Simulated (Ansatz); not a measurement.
The system is WS.

```
W S
1.0
     3.00789    0.00000    0.00000
     0.00000    3.00789    0.00000
     0.00000    0.00000    3.00789
W S
1 1
Direct
  0.50000 0.50000 0.50000
  0.00000 0.00000 0.00000
```

The cell was built by a generator and needn't be a form met in nature.

```yaml
Program: Ansatz 0.2.0
Task: relaxation of cell and atoms
Functional: PBE0
Potentials_or_basis: Ansatz PAW
Cutoff: "420 eV (not typed: the program's choice for these potentials)"
k_mesh: 5 × 5 × 5
Occupations: fermi-dirac, width 0.05 eV
Spin: no spin polarisation
```

At the start: volume 13.61 Å³/atom.

**Question.** How do energy, volume and symmetry change on relaxing?

**Answer.** It ends after 5 steps and the volume is 13.18 Å³/atom (-3.1 %); space group Pm-3m (No. 221, to 0.05 Å).

The path:
| step | energy change (eV) | largest force (eV/Å) | volume (Å³) |
| --- | --- | --- | --- |
| 1 | 0.0000 | 0.0000 | 27.21 |
| 2 | -0.0125 | 0.0000 | 25.79 |
| 3 | -0.0234 | 0.0000 | 26.39 |
| 4 | -0.0234 | 0.0000 | 26.36 |
| 5 | -0.0231 | 0.0000 | 26.36 |

Final structure:
```
W S
1.0
     2.97599    0.00000    0.00000
     0.00000    2.97599    0.00000
     0.00000    0.00000    2.97599
W S
1 1
Direct
  0.50000 0.50000 0.50000
  0.00000 0.00000 0.00000
```

Caveat: the k mesh is coarse (spacing up to 0.42 Å⁻¹), so the values aren't converged, least of all with exact exchange; the plane-wave basis is chosen anew once the cell has moved, so the energies of steps on either side of that aren't comparable; the PAW data sets come from PBE, with cores solved anew for the run's functional, which leaves a small shift of forces and pressure.
